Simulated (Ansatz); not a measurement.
# C2H9AlFN: basis-set convergence

An exercise on one series of results from a longer session: the logs are not shown, and one member is left open.

Program: Ansatz 0.2.0, Gaussian basis. Level of theory: one geometry, several basis sets. These are calculated values, not measurements.

The runs, in order: PBE0-D4/def2-SVP; ωB97M-V/def2-SVP; PBE0-D4/def2-QZVPP; ωB97M-V/def2-QZVPP; the functionals' def2-TZVPP values are taken from earlier runs.

## Structure used throughout

The geometry comes from an earlier relaxation with PBE0-D4 in a triple-zeta def2 set; it is a stationary point, not always the lowest conformer.

SMILES `[CH3][Al-]([CH3])([NH3+])[F]`, 14 atoms, charge 0, spin multiplicity 1.

Atoms are counted from 1 here; the program's logs count them from 0.

Bond lengths: C1–Al2 1.965 Å, C1–H6 1.096 Å, C1–H7 1.095 Å, C1–H8 1.096 Å, Al2–C3 1.965 Å, Al2–N4 2.057 Å, Al2–F5 1.687 Å, C3–H9 1.096 Å, C3–H10 1.095 Å, C3–H11 1.096 Å, N4–H12 1.014 Å, N4–H13 1.015 Å, N4–H14 1.015 Å. Angles: Al2–C1–H6 112.6°, Al2–C1–H7 111.1°, Al2–C1–H8 112.8°, H6–C1–H7 106.3°, H6–C1–H8 107.4°, H7–C1–H8 106.4°, C1–Al2–C3 120.8°, C1–Al2–N4 102.8°, C1–Al2–F5 115.2°, C3–Al2–N4 102.7°, C3–Al2–F5 115.2°, N4–Al2–F5 93.9°, Al2–C3–H9 112.8°, Al2–C3–H10 111.1°, Al2–C3–H11 112.6°, H9–C3–H10 106.3°, H9–C3–H11 107.4°, H10–C3–H11 106.3° and more.

Geometry (Å):

```
C    -1.6638    0.9605   -0.2030
Al    0.2091    0.3904   -0.3666
C     1.4481    0.5608    1.1485
N     0.0468   -1.6475   -0.5929
F     0.8996    0.6195   -1.8881
H    -2.1528    0.5479    0.6871
H    -1.7383    2.0497   -0.1164
H    -2.2701    0.6778   -1.0706
H     2.4101    0.0690    0.9668
H     1.6738    1.6121    1.3566
H     1.0377    0.1456    2.0763
H    -0.3347   -2.1323    0.2122
H     0.9657   -2.0327   -0.7879
H    -0.5441   -1.8501   -1.3932
```

Set-up of the first run:

Input file in.yaml:

```yaml
crystal:
  periodic: [false, false, false]
  atoms:
    - {symbol: C, position_ang: [-1.663826, 0.960466, -0.202969]}
    - {symbol: Al, position_ang: [0.209064, 0.390433, -0.366557]}
    - {symbol: C, position_ang: [1.448113, 0.560752, 1.148464]}
    - {symbol: N, position_ang: [0.046763, -1.647501, -0.592852]}
    - {symbol: F, position_ang: [0.899597, 0.619484, -1.888141]}
    - {symbol: H, position_ang: [-2.152750, 0.547853, 0.687135]}
    - {symbol: H, position_ang: [-1.738310, 2.049704, -0.116394]}
    - {symbol: H, position_ang: [-2.270145, 0.677837, -1.070571]}
    - {symbol: H, position_ang: [2.410116, 0.069023, 0.966815]}
    - {symbol: H, position_ang: [1.673786, 1.612070, 1.356570]}
    - {symbol: H, position_ang: [1.037719, 0.145606, 2.076253]}
    - {symbol: H, position_ang: [-0.334732, -2.132261, 0.212203]}
    - {symbol: H, position_ang: [0.965688, -2.032665, -0.787869]}
    - {symbol: H, position_ang: [-0.544084, -1.850102, -1.393187]}
basis:
  gaussian: {orbitals: def2-SVP}
hamiltonian: {xc: pbe0, dispersion: d4}
output: {orbitals: {seedname: orbitals}}
```

Launch:

```
$ ansatz run in.yaml --threads 4 --pin off --events-out ev --progress --plain --max-ram 10444MiB
```

Steps of the session up to this table: PBE0-D4 in def2-SVP; ωB97M-V in def2-SVP; PBE0-D4 in def2-QZVPP; ωB97M-V in def2-QZVPP.

One of the session's tables, all rows but one given; the rest of the session is left out.

```
functional       basis  HOMO (eV)  LUMO (eV)
   PBE0-D4    def2-SVP      -6.89       0.40
   PBE0-D4  def2-TZVPP      -7.00      -0.15
   PBE0-D4  def2-QZVPP      -7.02      -0.45
   ωB97M-V    def2-SVP      -9.14       1.94
   ωB97M-V  def2-TZVPP      -9.25       1.22
   ωB97M-V  def2-QZVPP          ?          ?
```

**Question.** Estimate the row for ωB97M-V, def2-QZVPP.

As computed: HOMO (eV): -9.27; LUMO (eV): 0.73. In the column «HOMO (eV)» it is the lowest.
